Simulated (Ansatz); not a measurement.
Runs of Ansatz 0.2.0 on Ga3Se. Symmetry: Pm-3m, No. 221, cubic system. Conventional cell: a = 4.432 Å, b = 4.432 Å, c = 4.432 Å, α = 90.00°, β = 90.00°, γ = 90.00°. Se (site symmetry m-3m) is surrounded by 12 Ga at 3.13 Å. Ga (site symmetry 4/mmm) has 4 Se at 3.13 Å and 8 Ga at 3.13 Å as nearest neighbours. The cell comes from a database or a generator and needn't be the stable form of this composition.

| level | cutoff (eV) | gap on the mesh (eV) | pressure (GPa) | relaxed volume (Å³/atom) |
| --- | --- | --- | --- | --- |
| PBEsol | 420 | none | 0.0 | 19.95 |
| BLYP | 420 | none | 0.0 | 24.71 |
| PBE | 420 | none | 0.0 | (a) |
| r2SCAN | 500 | none | 0.0 | (b) |
| revPBE | 420 | none | 0.0 | 22.12 |

Alike in all rows: task relaxation of cell and atoms; potentials or basis Ansatz PAW; no spin polarisation; cell relaxed; k mesh 6 × 6 × 6; smearing fermi-dirac 0.05 eV.

Q: Fill in the values left out.

A: (a) 21.45; (b) 20.83.

Caveats: the plane-wave basis is chosen anew once the cell has moved, so the energies of steps on either side of that aren't comparable; the PAW data sets come from PBE, with cores solved anew for the run's functional, which leaves a small shift of forces and pressure (some runs).

A k mesh can miss the band edges, and the runs leave out spin-orbit coupling on Ga, Se.

A gap of «none» marks a metal or a gap under the smearing width.
